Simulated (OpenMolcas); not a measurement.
# Sm²⁺: CASSCF terms and fine-structure levels

Wanted: the level scheme of Sm²⁺ from active-space wave functions.

Method: state-averaged CASSCF, spin-orbit coupling by RASSI with atomic mean-field integrals. Code: OpenMolcas 26.06.

## Step 1: Starting point

- Species: Sm²⁺ (samarium, Z = 62, 60 electrons)
- Basis: ANO-RCC-MB [6s5p3d1f], 43 functions
- Scalar Hamiltonian: DKH2, point nucleus
- Inactive shells: 1s 2s 2p 3s 3p 3d 4s 4p 4d 5s 5p
- Active space: 6 electrons in 7 orbitals (4f)
- Some configurations of this space: 4f⁶
- Orbitals: optimised for each spin and parity, averaged over all roots

Outer shells as boxes (Hund's rule):

4f6
```
4f [↑ ][↑ ][↑ ][↑ ][↑ ][↑ ][  ]
```

The work runs as a chain of OpenMolcas steps in one folder; each step below is one input file. Labels, J, g values, rates, χT and fits are worked out afterwards by a script from the matrices that RASSI stores.

## Step 2: GATEWAY and SEWARD: basis and integrals

Input file a.inp:

```
&GATEWAY
Coord
1

Sm 0.0 0.0 0.0
Basis=ANO-RCC-MB
Group=XYZ
NoMove
AngMom=0.0 0.0 0.0
AMFI
&SEWARD
```

## Step 3: Reference wave functions, septets of even parity, 7 roots

Input file a.inp:

```
&RASSCF
FileOrb=start.orb
Symmetry=1
Spin=7
nActEl=6 0 0
Inactive=15 12
Ras2=0 7
CIRoot=7 7 1
SDav=7
CIMx=300
Iter=120 100
PrWF=0.3
OrbListing=Nothing
MaxOrb=0
Atom
>>> COPY $Project.JobIph JOB001
```

start.orb holds the contracted functions of the basis, ordered by shell, or the orbitals of the step before.

## Step 4: CASSCF: quintets of even parity, 140 roots

Input file a.inp:

```
&RASSCF
FileOrb=start.orb
Symmetry=1
Spin=5
nActEl=6 0 0
Inactive=15 12
Ras2=0 7
CIRoot=140 140 1
SDav=140
CIMx=300
Iter=120 100
PrWF=0.3
OrbListing=Nothing
MaxOrb=0
Atom
>>> COPY $Project.JobIph JOB002
```

## Step 5: Reference wave functions, triplets of even parity, 272 roots

Input file a.inp:

```
&RASSCF
FileOrb=start.orb
Symmetry=1
Spin=3
nActEl=6 0 0
Inactive=15 12
Ras2=0 7
CIRoot=272 272 1
SDav=588
CIMx=300
Iter=120 100
PrWF=0.3
OrbListing=Nothing
MaxOrb=0
Atom
CIOnly
>>> COPY $Project.JobIph JOB003
```

## Step 6: CASSCF: singlets of even parity, 272 roots

Input file a.inp:

```
&RASSCF
FileOrb=start.orb
Symmetry=1
Spin=1
nActEl=6 0 0
Inactive=15 12
Ras2=0 7
CIRoot=272 272 1
SDav=490
CIMx=300
Iter=120 100
PrWF=0.3
OrbListing=Nothing
MaxOrb=0
Atom
CIOnly
>>> COPY $Project.JobIph JOB004
```

## Step 7: State interaction with spin-orbit coupling

Input file a.inp:

```
&RASSI
NrOfJobIphs=4 7 105 141 47
1 2 3 4 5 6 7
1 2 3 4 5 6 7 8 9 10 11 12 13 14 15 16 17 18 19 20 21 22 23 24 25 26 27
28 29 30 31 32 33 34 35 36 37 38 39 40 41 42 43 44 45 46 47 48 49 50 51
52 53 54 55 56 57 58 59 60 61 62 63 64 65 66 67 68 69 70 71 72 73 74 75
76 77 78 79 80 81 82 83 84 85 86 87 88 89 90 91 92 93 94 95 96 97 98 99
100 101 102 103 104 105
1 2 3 4 5 6 7 8 9 10 11 12 13 14 15 16 17 18 19 20 21 22 23 24 25 26 27
28 29 30 31 32 33 34 35 36 37 38 39 40 41 42 43 44 45 46 47 48 49 50 51
52 53 54 55 56 57 58 59 60 61 62 63 64 65 66 67 68 69 70 71 72 73 74 75
76 77 78 79 80 81 82 83 84 85 86 87 88 89 90 91 92 93 94 95 96 97 98 99
100 101 102 103 104 105 106 107 108 109 110 111 112 113 114 115 116 117
118 119 120 121 122 123 124 125 126 127 128 129 130 131 132 133 134 135
136 137 138 139 140 141
1 2 3 4 5 6 7 8 9 10 11 12 13 14 15 16 17 18 19 20 21 22 23 24 25 26 27
28 29 30 31 32 33 34 35 36 37 38 39 40 41 42 43 44 45 46 47
IphNames
JOB001
JOB002
JOB003
JOB004
EJob
SpinOrbit
DIPRint=1.0
SOCoupling=1000.0
Subsets=2
Property=9
'ANGMOM' 1 'ANGMOM' 2 'ANGMOM' 3 'MLTPL  1' 1 'MLTPL  1' 2 'MLTPL  1' 3
'AMFI' 1 'AMFI' 2 'AMFI' 3
SOProperty=3
'ANGMOM' 1 'ANGMOM' 2 'ANGMOM' 3
```

(Steps that only read results are left out.)

Before running it: what results should come out? Wanted: lowest level; first excited level; lowest level of another term; spin-orbit lowering of the lowest level; strongest of the lines computed, by gA.

As calculated:

```
                                                                                   quantity                                             value
                                                                                     method                                            CASSCF
                                                                               lowest level                        4f⁶ ⁷F₀, 96 % of that term
                                                                ground level listed by NIST                                               7F0
                                                                        first excited level                              4f⁶ ⁷F₁ at 0.0367 eV
                                                               lowest level of another term                           4f⁶ ⁵D₀(1) at 2.3801 eV
                                                    spin-orbit lowering of the lowest level                                         0.4021 eV
strongest of the lines computed, by gA (one parity, so forbidden lines), at CASSCF energies  4f⁶ ⁵G₆(1) → 4f⁶ ⁷F₆, 408.4 nm, A = 9.50e+00 s⁻¹
```

In words: The multiplet ⁷F is regular; its intervals divided by the larger J differ by 56 % of their mean, where Landé's rule for pure LS coupling makes them equal. The computed levels miss the measured ones by 140 cm⁻¹ on average. Only the configurations of the active space and the roots asked for are present. The triplets, singlets rest on orbitals optimised for another spin in at least one step, which raises them against the optimised states. Not all states of the active space went into the spin-orbit step. High states of lower spin are left out of the spin-orbit mixing, and CASSCF puts spin-flip levels too high. Only valence configurations of the active space appear, up to the ionisation limit; * or ° marks odd parity.
